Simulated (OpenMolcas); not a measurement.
# InHCl2O (SMILES [OH][In]([Cl])[Cl]) at 6 levels

Wanted: a comparison of 6 runs (HF/def2-SVP, B2PLYP/def2-SVP, BHLYP/def2-SVP, revPBE/def2-SVP, MP2/def2-SVP, CCSD(T)/def2-SVP) of InHCl2O. 

The results are computed with OpenMolcas 26.06.

## 1. The structure to begin with

InHCl2O: 5 atoms, total charge 0, spin state singlet. As SMILES, `[OH][In]([Cl])[Cl]`. The shape is that of a PBE0-D4/def2-TZVP optimisation.

Bond lengths: O1–In2 1.961 Å, In2–Cl3 2.307 Å, In2–Cl4 2.290 Å, O1–H5 0.962 Å. Angles: O1–In2–Cl3 119.6°, O1–In2–Cl4 119.8°, Cl3–In2–Cl4 120.6°, In2–O1–H5 111.7°.

## 2. Energy and forces at HF/def2-SVP (core potential) (run 1)

input.xyz reads:

```xyz
5

O     -0.347800     1.510200    -0.137200
In    -0.087900    -0.432900    -0.100800
Cl     1.722600    -1.320600     1.019900
Cl    -1.580600    -1.801600    -1.170600
H      0.343600     1.971200     0.347200
```

run.inp reads:

```
&GATEWAY
  BASLIB
  $CurrDir
  COORD
  input.xyz
  BASIS
  def2-SVP
  GROUP
  NoSym

&SEWARD

&SCF
  THRESHOLDS
  1e-10 1e-07 1e-07 1e-05
  PRORBITALS
  1

&ALASKA
```

The basis set def2-SVP is read from a file made from the Basis Set Exchange's data (not shown).

Run with:

```
$ export MOLCAS_MEM=1860
$ pymolcas run.inp > run.log
```

Standard output:

```text
--- Start Module: gateway ---
[...]
--- Stop Module: gateway /rc=_RC_ALL_IS_WELL_ ---
[...]
      Basis functions           81
[...]
--- Start Module: scf ---
[...]
       Convergence after  14 Iterations
[...]
::    Total SCF energy                              -1183.4189598438
[...]
      Total spin, S                                     0.0000000000
[...]
      Total electronic charge=   64.000000
      Total            charge=   -0.000000
[...]
      Dipole Moment (debye):
      Origin of the operator (angstrom)=   -0.0513   -0.6578   -0.0926
                   X=  9.6936E-01               Y=  9.2380E-01               Z=  7.0198E-01           Total=  1.5119E+00
      Quadrupole Moment (debye*angstrom):
[...]
--- Stop Module: scf /rc=_RC_ALL_IS_WELL_ ---
[...]
--- Start Module: alaska ---
[...]
 *              Molecular gradients               *
 **************************************************
  Irreducible representation: a
 ------------------------------------------------------------------------------------------
                              X                       Y                       Z
 ------------------------------------------------------------------------------------------
  O1               -1.66302508746030E-02   -8.14922550216934E-03   -1.14669487643462E-02
  IN2               1.87042365438772E-03   -6.43625963988015E-03    8.07051104702592E-04
  CL3              -7.39524514471412E-03    3.66538210822576E-03   -4.58592747457587E-03
  CL4               7.50092743645325E-03    7.40674832298893E-03    5.40377877734421E-03
  H5                1.46541449283779E-02    3.51335471091385E-03    9.84204635687869E-03
 ------------------------------------------------------------------------------------------
--- Stop Module: alaska /rc=_RC_ALL_IS_WELL_ ---
[...]
```

Wall time 8.7 s (1 thread of AMD EPYC 7R43 (Zen 3), shared host); peak memory 0.45 GiB.

## 3. A single-point energy at B2PLYP/def2-SVP (core potential) (run 2)

mol.input reads:

```
* Cl2HInO Kohn-Sham DFT
&GATEWAY
BasLib
$CurrDir
Coord
5
bohr
O     -0.65724675     2.85386439    -0.25927042
In    -0.16610693    -0.81806244    -0.19048439
Cl     3.25524222    -2.49557232     1.92733167
Cl    -2.98690111    -3.40453059    -2.21211340
H      0.64930990     3.72502814     0.65611291
Basis
def2-SVP
Group
NoSym
&SEWARD
GridInput
Grid=UltraFine
End of Grid
&SCF
KSDFT
B2PLYP_SCF
Thresholds
1e-10 1e-07 1e-07 1e-05
PrOrbitals
1 2
&MBPT2
Frozen
15
```

The basis set def2-SVP is read from a file made from the Basis Set Exchange's data (not shown).

Run with:

```
$ export MOLCAS_MEM=1860
$ pymolcas mol.input > mol.log
```

Standard output:

```text
--- Start Module: gateway ---
[...]
--- Stop Module: gateway /rc=_RC_ALL_IS_WELL_ ---
[...]
      Basis functions           81
[...]
--- Start Module: scf ---
[...]
       Convergence after  14 Iterations
[...]
::    Total KS-DFT energy                           -1185.3053806988
[...]
      Total spin, S                                     0.0000000000
[...]
      Total electronic charge=   64.000000
      Total            charge=   -0.000000
[...]
      Dipole Moment (debye):
      Origin of the operator (angstrom)=   -0.0513   -0.6578   -0.0926
                   X=  8.8686E-01               Y=  9.7820E-01               Z=  6.5115E-01           Total=  1.4722E+00
      Quadrupole Moment (debye*angstrom):
[...]
--- Stop Module: scf /rc=_RC_ALL_IS_WELL_ ---
[...]
--- Start Module: mbpt2 ---
[...]
 ###    WARNING: MP2 implementation intended for RHF references only         ###
 ###############################################################################
MBPT2 WARNING: Reference function according to RunFile:KS-DFT
I'll assume you know what you're doing and continue
WARNING!
Default frozen orbitals as non valence orbitals is overwritten by user input.
Default values:  11
[...]
       Reference weight ( Cref**2 )         =        0.77575
::    Total MBPT2 energy                            -1185.9653478030
[...]
      Total MBPT2 calculations                           0.30      0.36
--- Stop Module: mbpt2 /rc=_RC_ALL_IS_WELL_ ---
[...]
```

It took 17 s on 1 thread of AMD EPYC 7R43 (Zen 3), shared host; peak memory 0.45 GiB.

Runs 3 to 5 aren't shown in full; the table further down has their settings and results.

## 4. The energy at CCSD(T)/def2-SVP (core potential) (run 6)

mol.xyz reads:

```xyz
5

O     -0.347800     1.510200    -0.137200
In    -0.087900    -0.432900    -0.100800
Cl     1.722600    -1.320600     1.019900
Cl    -1.580600    -1.801600    -1.170600
H      0.343600     1.971200     0.347200
```

run.input reads:

```
&GATEWAY
BasLib=$CurrDir
Coord=mol.xyz
Basis=def2-SVP
Group=NoSym
&SEWARD
&SCF
Thresholds=1e-10 1e-07 1e-07 1e-05
PrOrbitals=0
&RASSCF
FileOrb=$Project.ScfOrb
Spin=1
Nactel=0 0 0
Inactive=32
Ras2=0
OutOrbitals=Canonical
OrbListing=Nothing
&MOTRA
JobIph
Frozen=15
&CCSDT
CCT
Triples=2
Iterations=80
Accuracy=1e-08
Extrapolation=5 4
```

The basis set def2-SVP is read from a file made from the Basis Set Exchange's data (not shown).

Run with:

```
$ export MOLCAS_MEM=1860
$ pymolcas run.input > run.log
```

Standard output:

```text
--- Start Module: gateway ---
[...]
--- Stop Module: gateway /rc=_RC_ALL_IS_WELL_ ---
[...]
      Basis functions           81
[...]
       Convergence after  14 Iterations
[...]
::    Total SCF energy                              -1183.4189598438
[...]
      Total spin, S                                     0.0000000000
[...]
      Number of active orbitals                  0
[...]
      Spin quantum number                      0.0
[...]
      Active orbitals                            0
[...]
      Number of CSFs                             1
[...]
      Number of root(s) required                 1
[...]
      Convergence after  4 iterations
[...]
      Natural orbitals and occupation numbers for root  1
      ************************************************************************************************************************
      *                                                    Final results                                                     *
      ************************************************************************************************************************
[...]
::    RASSCF root number  1 Total energy:  -1183.41895984
[...]
      Total electronic charge=   64.000000
      Total            charge=   -0.000000
[...]
      Dipole Moment (debye):
      Origin of the operator (angstrom)=   -0.0513   -0.6578   -0.0926
                   X=  9.6936E-01               Y=  9.2380E-01               Z=  7.0198E-01           Total=  1.5119E+00
      Quadrupole Moment (debye*angstrom):
[...]
--- Start Module: motra ---
[...]
--- Stop Module: motra /rc=_RC_ALL_IS_WELL_ ---
--- Start Module: ccsdt ---
[...]
      Convergence after                    17  Iterations
      Total energy (diff) :   -1183.98148637      -0.00000000
[...]
 METHOD                       : CCSD+T(CCSD)+<T3(1)WT1> = CCSD(T)
[...]
       CCSD     =     -1183.9814863683857
[...]
```

It took 47 s on 1 thread of AMD EPYC 7R43 (Zen 3), shared host; peak memory 0.45 GiB.

## 5. Overview of the runs

```csv
run,level,task,frozen core orbitals,energy (Eh),dipole moment (D) of the reference,HOMO energy (eV),LUMO energy (eV),wall time
1,HF/def2-SVP (core potential),gradient,–,-1183.418960,1.51,-12.48,1.10,8.7 s
2,B2PLYP/def2-SVP (core potential),energy,15,-1185.483572,1.47,-10.29,-1.11,17 s
3,BHLYP/def2-SVP (core potential),gradient,–,-1185.998578,1.47,-10.34,-1.46,21 s
4,revPBE/def2-SVP (core potential),gradient,–,-1185.967086,1.53,-7.26,-3.15,27 s
5,MP2/def2-SVP (core potential),energy,15,-1183.952144,1.51,-12.48,1.10,6.9 s
6,CCSD(T)/def2-SVP (core potential),energy,15,-1183.994578,1.51,-12.48,1.10,47 s
```

## 6. Results

```
                                           quantity           value
                                run 6: total energy  -1183.99458 Eh
          run 6: dipole moment (mean-field density)          1.51 D
         run 6: HOMO energy (Hartree–Fock orbitals)       -12.48 eV
         run 6: LUMO energy (Hartree–Fock orbitals)         1.10 eV
       run 6: HOMO–LUMO gap (Hartree–Fock orbitals)        13.58 eV
run 6: correlation energy (15 core orbitals frozen)      -575.6 mEh
                              run 6: (T) correction      -13.09 mEh
```

In words: Below the HF energy at the same shape and in the same basis (def2-SVP): MP2 -533.2 mEh; CCSD(T) -575.6 mEh. Over runs 1, 2, 3, 4 the dipole moment (its size) runs from 1.47 D (B2PLYP/def2-SVP) to 1.53 D (revPBE/def2-SVP). A double hybrid's value is that of its SCF part. Over runs 1, 2, 3, 4 the HOMO–LUMO gap runs from 4.10 eV (revPBE/def2-SVP) to 13.58 eV (HF/def2-SVP). Exact exchange widens orbital gaps. For B2PLYP the log adds the whole second-order term; the table takes 0.27 of it, as the functional is defined. Totals of different functionals can't be ranked against each other. All runs together took 2.1 min, the longest 47 s.
